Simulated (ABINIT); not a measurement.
SiTe2:

```
Te Si
1.0
     3.80047    0.00000    0.00000
    -1.90024    3.29130    0.00000
     0.00000    0.00000    7.07909
Te Si
2 1
Direct
  0.66667 0.33333 0.22659
  0.33333 0.66667 0.77341
  0.00000 0.00000 0.00000
```

The cell comes from a database or a generator and needn't be the stable form of this composition.

```yaml
Program: ABINIT 10.8.3 (patched build)
Task: relaxation of cell and atoms
Functional: PBEsol
Potentials_or_basis: JTH PAW PBE v2.0
Cutoff: 408 eV
k_mesh: 8 × 8 × 4
Occupations: fermi-dirac, width 0.05 eV
Spin: no spin polarisation
```

At the start: pressure -1.3 GPa; volume 29.52 Å³/atom.

**Question.** How do energy, volume and symmetry change on relaxing?

**Answer.** Over 13 steps the energy falls by 9.9 meV/atom and the volume is 27.37 Å³/atom (-7.3 %); space group P-3m1 (No. 164, to 0.05 Å).

Step by step:
```csv
step,energy change (eV),largest force (eV/Å),pressure (GPa),volume (Å³)
1,0.0000,0.1171,-1.34,88.55
2,-0.0047,0.1218,-1.16,88.19
3,0.0472,0.6805,-2.34,85.19
4,-0.0180,0.1832,-0.01,86.28
5,-0.0199,0.1460,0.02,86.03
6,-0.0228,0.0016,-0.17,85.49
7,-0.0230,0.0052,-0.17,85.40
8,-0.0252,0.0597,-0.10,84.10
9,-0.0274,0.0834,-0.09,82.81
10,-0.0282,0.0271,0.54,81.27
11,-0.0295,0.0134,0.13,81.70
12,-0.0298,0.0133,-0.01,81.84
13,-0.0298,0.0027,-0.03,82.10
```

Final structure:
```
Te Si
1.0
     3.74344    0.00000    0.00000
    -1.87172    3.24192    0.00000
     0.00000    0.00000    6.76527
Te Si
2 1
Direct
  0.66667 0.33333 0.24050
  0.33333 0.66667 0.75950
  0.00000 0.00000 0.00000
```

Caveat: the PAW data sets were made with another functional, which shifts forces and pressure a little; this functional lacks dispersion, which binds the layers, so the pressure and a relaxed spacing across them are unreliable.
